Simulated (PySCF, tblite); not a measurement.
**C4H4FOSi radical: geometry, infrared bands and EPR parameters**

What infrared bands and EPR parameters should C4H4FOSi radical (`O=C1[CH]C([SiH2]F)=C1`) show?

Programs: tblite 0.8.0 and PySCF 2.14.0, with density-fitted response routines of our own. Each step states its level of theory. These are calculated values for one molecule in the gas phase, unless marked as measured. Atoms are numbered from 0 throughout.

## (1) Starting geometry

11 atoms, charge 0, multiplicity 2; geometry from: force field or distance geometry start.

Bonds of the start (Å): O0–C1 1.24, C1–C2 1.49, C2–C3 1.47, C3–Si4 1.84, Si4–F5 1.68, C3–C6 1.33, C6–C1 1.46, C2–H7 1.11, Si4–H8 1.47, Si4–H9 1.48, C6–H10 1.09.

## (2) Geometry optimisation with GFN2-xTB

What the job is given:

```
{"job": {"kind": "relax", "xc": "GFN2-xTB", "basis": "xTB"}, "charge": 0, "multiplicity": 2}
O     -3.196800     0.129500     0.443700
C     -1.972500     0.138800     0.236700
C     -0.900000     1.173400     0.187500
C      0.025600     0.061900    -0.089800
Si     1.834500    -0.121100    -0.381600
F      2.236800     0.972700    -1.592500
C     -0.932100    -0.856900    -0.025500
H     -0.772900     1.706200     1.153500
H      2.487100     0.249100     0.879300
H      2.195000    -1.514200    -0.713400
H     -0.999300    -1.936600    -0.123800
```

Run with:

```console
$ OMP_NUM_THREADS=1 python probes_run.py task.json out
```

This one command runs all jobs of the session in turn.

The program printed:

```text
step      E/eV     max force
  0    -572.17919    4.079
  1    -572.28376    5.999
  2    -572.50150    1.091
  3    -572.55280    1.005
  4    -572.63011    1.123
  5    -572.73095    0.793
  6    -572.77631    0.772
  7    -572.81486    0.715
  8    -572.84017    0.523
  9    -572.85879    0.421
 10    -572.87660    0.407
 11    -572.89227    0.517
 12    -572.90512    0.539
 13    -572.91564    0.418
 14    -572.92686    0.399
 15    -572.94075    0.294
 16    -572.94556    0.220
 17    -572.94920    0.167
 18    -572.95132    0.123
 19    -572.95327    0.143
 20    -572.95492    0.128
 21    -572.95626    0.130
 22    -572.95737    0.109
 23    -572.95842    0.114
 24    -572.95961    0.124
 25    -572.96101    0.116
 26    -572.96247    0.099
 27    -572.96357    0.091
 28    -572.96407    0.053
 29    -572.96422    0.031
 30    -572.96432    0.032
 31    -572.96446    0.042
 32    -572.96464    0.044
 33    -572.96482    0.041
 34    -572.96495    0.030
 35    -572.96505    0.036
 36    -572.96515    0.037
 37    -572.96524    0.026
 38    -572.96532    0.027
 39    -572.96542    0.035
 40    -572.96557    0.059
 41    -572.96578    0.071
 42    -572.96602    0.058
 43    -572.96623    0.041
 44    -572.96639    0.033
 45    -572.96652    0.032
 46    -572.96663    0.030
 47    -572.96671    0.026
 48    -572.96678    0.027
 49    -572.96684    0.028
 50    -572.96691    0.029
 51    -572.96696    0.019
 52    -572.96701    0.017
 53    -572.96705    0.019
 54    -572.96708    0.021
 55    -572.96712    0.018
 56    -572.96715    0.016
 57    -572.96718    0.020
 58    -572.96723    0.025
 59    -572.96730    0.033
 60    -572.96740    0.032
 61    -572.96749    0.021
 62    -572.96756    0.021
 63    -572.96762    0.025
 64    -572.96770    0.035
 65    -572.96785    0.048
 66    -572.96808    0.053
 67    -572.96828    0.038
 68    -572.96838    0.018
 69    -572.96841    0.030
 70    -572.96843    0.015
 71    -572.96846    0.017
 72    -572.96852    0.028
 73    -572.96857    0.037
 74    -572.96866    0.046
 75    -572.96878    0.043
 76    -572.96893    0.032
 77    -572.96906    0.038
 78    -572.96919    0.066
 79    -572.96946    0.105
 80    -572.97006    0.141
 81    -572.97105    0.168
 82    -572.97218    0.178
 83    -572.97291    0.079
 84    -572.97447    0.149
 85    -572.97565    0.109
 86    -572.97698    0.115
 87    -572.97975    0.113
 88    -572.98142    0.094
 89    -572.96867    0.611
 90    -572.98253    0.099
 91    -572.98315    0.075
 92    -572.98449    0.159
 93    -572.98517    0.107
 94    -572.98603    0.076
 95    -572.98688    0.105
 96    -572.98738    0.096
 97    -572.98790    0.079
 98    -572.98815    0.075
 99    -572.98826    0.082
100    -572.98860    0.076
101    -572.98873    0.040
102    -572.98879    0.026
103    -572.98885    0.019
104    -572.98886    0.013
105    -572.98886    0.006
```

The steps of the relaxation: (not every step is listed) (the energy doesn't fall at every step)

```tsv
step	energy from step 0 (eV)	largest force (eV/Å)
0	0.0000	4.0788
1	-0.1046	5.9988
2	-0.3223	1.0910
3	-0.3736	1.0045
4	-0.4509	1.1232
5	-0.5518	0.7932
6	-0.5971	0.7723
7	-0.6357	0.7153
8	-0.6610	0.5229
17	-0.7700	0.1666
26	-0.7833	0.0995
35	-0.7859	0.0359
44	-0.7872	0.0325
53	-0.7879	0.0185
62	-0.7884	0.0211
71	-0.7893	0.0166
80	-0.7909	0.1405
89	-0.7895	0.6109
98	-0.8090	0.0749
100	-0.8094	0.0758
101	-0.8095	0.0396
102	-0.8096	0.0261
103	-0.8097	0.0191
104	-0.8097	0.0132
105	-0.8097	0.0065
```

Distances of close pairs at the start and the end, largest changes first:

```tsv
bond	before (Å)	after (Å)	change (Å)
C3–C6	1.329	1.410	+0.081
Si4–F5	1.681	1.607	-0.074
C2–C3	1.473	1.404	-0.069
O0–C1	1.242	1.196	-0.046
C2–H7	1.110	1.071	-0.040
C3–Si4	1.841	1.880	+0.038
C1–C6	1.464	1.490	+0.026
Si4–H9	1.477	1.454	-0.023
```

The end geometry stands in the next job.

## (3) Infrared spectrum with GFN2-xTB

What the job is given:

```
{"job": {"kind": "ir", "xc": "GFN2-xTB", "basis": "xTB"}, "charge": 0, "multiplicity": 2}
O     -3.185300     0.150499     0.560302
C     -2.009157     0.077497     0.355055
C     -0.896511     1.039551     0.064547
C      0.002287    -0.036821     0.001321
Si     1.850333    -0.145648    -0.323937
F      2.352287     1.362247    -0.560932
C     -0.987605    -1.003903     0.270655
H     -0.807967     2.100200    -0.051875
H      2.557414    -0.619709     0.854209
H      2.120776    -0.851448    -1.565619
H     -0.991133    -2.069794     0.370311
```

The program printed:

```text
mode    cm-1     km/mol
  1      30.2      3.71
  2      75.1      1.98
  3     102.9      5.92
  4     244.8      4.49
  5     303.9      0.37
  6     448.8     25.41
  7     453.4     23.00
  8     486.1     17.56
  9     538.0    171.86
 10     569.4      1.88
 11     583.3      8.19
 12     602.8      0.01
 13     711.9     33.57
 14     714.4    179.46
 15     746.9    281.10
 16     793.6     22.99
 17     832.2    242.61
 18     999.0      4.47
 19    1054.8     16.13
 20    1113.8     15.56
 21    1169.0      2.75
 22    1481.3      1.98
 23    1857.4    549.29
 24    2342.9    336.25
 25    2355.8    109.33
 26    3155.9     14.68
 27    3167.3      0.69
```

The strongest bands and the atoms that carry them (share of the mass-weighted mode):

```tsv
cm⁻¹	km/mol	atoms
538	171.9	H8 29 %, H9 29 %, Si4 18 %, C3 17 %
712	33.6	C1 49 %, C2 18 %, C6 15 %
714	179.5	H9 44 %, H8 44 %
747	281.1	H8 47 %, H9 47 %
832	242.6	F5 54 %, Si4 40 %
1857	549.3	C1 65 %, O0 32 %
2343	336.2	H9 51 %, H8 44 %
2356	109.3	H8 53 %, H9 46 %
```

## (4) EPR parameters: B3LYP/pcH-1

Settings changed since step 3:

```diff
@@ -1,2 +1,2 @@
-{"job": {"kind": "ir", "xc": "GFN2-xTB", "basis": "xTB"}, "charge": 0, "multiplicity": 2}
+{"job": {"kind": "epr", "basis": "pcH-1"}, "charge": 0, "multiplicity": 2}
 O     -3.185300     0.150499     0.560302
```

Level: UKS B3LYP, pcH-1 on C F H O Si, non-relativistic, mean-field spin-orbit, GIAO.

The program printed:

```text
UKS, coarse grid
  cycle   1  E = -619.19281544  |g| = 6.97e-01
  cycle   2  E = -617.76004864  |g| = 1.80e+00
  cycle   3  E = -619.28674967  |g| = 4.22e-01
  cycle   4  E = -619.36568244  |g| = 7.88e-02
  cycle   5  E = -619.36764309  |g| = 4.72e-02
  cycle   6  E = -619.36851667  |g| = 1.11e-02
  cycle   7  E = -619.36860222  |g| = 4.19e-03
  cycle   8  E = -619.36861824  |g| = 3.65e-03
  cycle   9  E = -619.36862907  |g| = 7.71e-04
  cycle  10  E = -619.36863023  |g| = 5.19e-04
UKS, final grid
  cycle   1  E = -619.36854750  |g| = 7.87e-04
  cycle   2  E = -619.36854698  |g| = 1.39e-03
  cycle   3  E = -619.36854785  |g| = 1.43e-04
  cycle   4  E = -619.36854786  |g| = 1.00e-04
  cycle   5  E = -619.36854788  |g| = 7.74e-05
  cycle   6  E = -619.36854788  |g| = 9.19e-06
E = -619.36854788 Eh   <S^2> = 0.7762 (exact 0.7500)
g shifts (ppm)      1          2          3
  rmc          -144       -144       -144
  gc             -7         33         25
  oz_so         -54        856       1117
  total        -205        745        998
hyperfine (MHz)  atom isotope    a_iso     a_fc   dipolar eigenvalues
    0   17O      -0.60      -0.55     -8.97      2.50      6.47
    1   13C     -38.53     -38.55     -3.39     -0.24      3.63
    2   13C      60.96      61.03    -52.57    -51.13    103.70
    3   13C     -44.55     -44.57    -25.53     12.17     13.36
    4  29Si      -6.23      -6.24     -1.07      0.31      0.76
    5   19F       0.24       0.24     -2.06      0.40      1.66
    6   13C      62.95      63.03    -54.58    -53.23    107.81
    7    1H     -45.81     -45.82    -25.98     -0.46     26.43
    8    1H      -7.08      -7.08     -1.24     -0.73      1.97
    9    1H      -7.06      -7.06     -1.24     -0.73      1.97
   10    1H     -47.01     -47.02    -26.99     -0.30     27.30
```

Wall time 91 s (1 thread, shared host).

Principal g values 2.00211, 2.00306, 2.00332; g(iso) = 2.00283, against 2.00232 for a free electron.

Mean a(iso) over the nuclei that a row names, and the largest dipolar term of the row (other rows stand at the frozen geometry):

```tsv
nuclei	isotope	a(iso) (MHz)	a(iso) (G, at g = 2.0023)	largest dipolar term (MHz)
C2, C6	13C	62.0	22.1	107.8
H7, H10	1H	-46.4	-16.6	27.3
C3	13C	-44.5	-15.9	-25.5
C1	13C	-38.5	-13.7	3.6
H8, H9	1H	-7.1	-2.5	2.0
Si4	29Si	-6.2	-2.2	-1.1
O0	17O	-0.6	-0.2	-9.0
F5	19F	0.2	0.1	-2.1
```

Mulliken spin populations:

```tsv
atom	value (e)
O0	0.02
C1	-0.09
C2	0.67
C3	-0.25
Si4	0.01
F5	0.00
C6	0.70
H7	-0.03
H8	0.00
H9	0.00
H10	-0.03
```

In first order the couplings over 0.8 MHz of 1H give 9 distinct lines over 38.2 G, if the averaged nuclei exchange fast.

The fields below are evaluated on a grid from the run's orbitals.

ELF in a plane through or near 9 of the atoms.

Ten even steps from ' ' (0.00) to '@' (1.00):
```
                                                        
                                                        
                                                        
                            ::##%%**::                  
                          ::##@@@@@@**                  
                          ::##@@@@@@##                  
                ....      ..++@@@@@@==                  
            ..----::..::::--++--++==**..  ==**==..      
            ::--....  ####**%%##::%%%%====%%%%**::      
            ....--**--%%%%....##==##----####@@##--      
            ..::..++..%%%%::--##==##..--##::%%%%--      
          ..==####++::--++##%%++..@@%%==**%%%%##::      
          --##%%==%%==    --++..****++..::**##++..      
          ::**%%##%%++    --##@@@@%%--    ..::          
          ..--**##**--    ++@@@@@@@@--                  
                ....      ==%%@@@@@@--                  
                          ..==##%%==                    
                                                        
                                                        
                                                        
```
The map spans 11.7 Å across and 9.4 Å up, centred on the molecule. Atoms in the plane (x, y in Å): O0 (3.2, -0.1), C1 (2.0, 0.0), C2 (0.9, -1.0), C3 (0.0, 0.0), Si4 (-1.9, 0.1), F5 (-2.4, -1.4), C6 (1.0, 1.0), H7 (0.8, -2.1), H10 (1.0, 2.1).

On the surface of density 0.002 e/bohr³ the electrostatic potential runs, from the 1st to the 99th percentile, from -1.59 V near O0 to 2.08 V near H8.

The spin density lies nearest to C2, C6 about 36 % each; C3 10 % (beta excess); H7, H10 about 6 % each.

## (5) What came out

```
                                 quantity                    value
strongest single infrared mode (GFN2-xTB)    1857 cm⁻¹, 549 km/mol
             zero-point energy (GFN2-xTB)            38.5 kcal/mol
                           g(iso) (B3LYP)                  2.00283
                                     ⟨S²⟩       0.776 (exact 0.75)
       largest a(iso) (averaged by class)  13C on C2, C6, 62.0 MHz
    surface potential, 1st and 99th percentile       -1.59 V and 2.08 V
```

In words: Relaxing lowered the energy by 0.810 eV in 105 steps; the close pair that moved most is C3–C6, from 1.329 to 1.410 Å. No mode is imaginary among the 27: a minimum at this level. The strongest single mode, at 1857 cm⁻¹, moves mainly C1. GFN2-xTB is a fitted tight-binding method: band positions and strengths are rough. Its intensities can rank the bands wrongly. The largest spin populations lie on C6 (0.70 e), C2 (0.67 e). The isotropic g lies 0.5 ppt above the free-electron value.
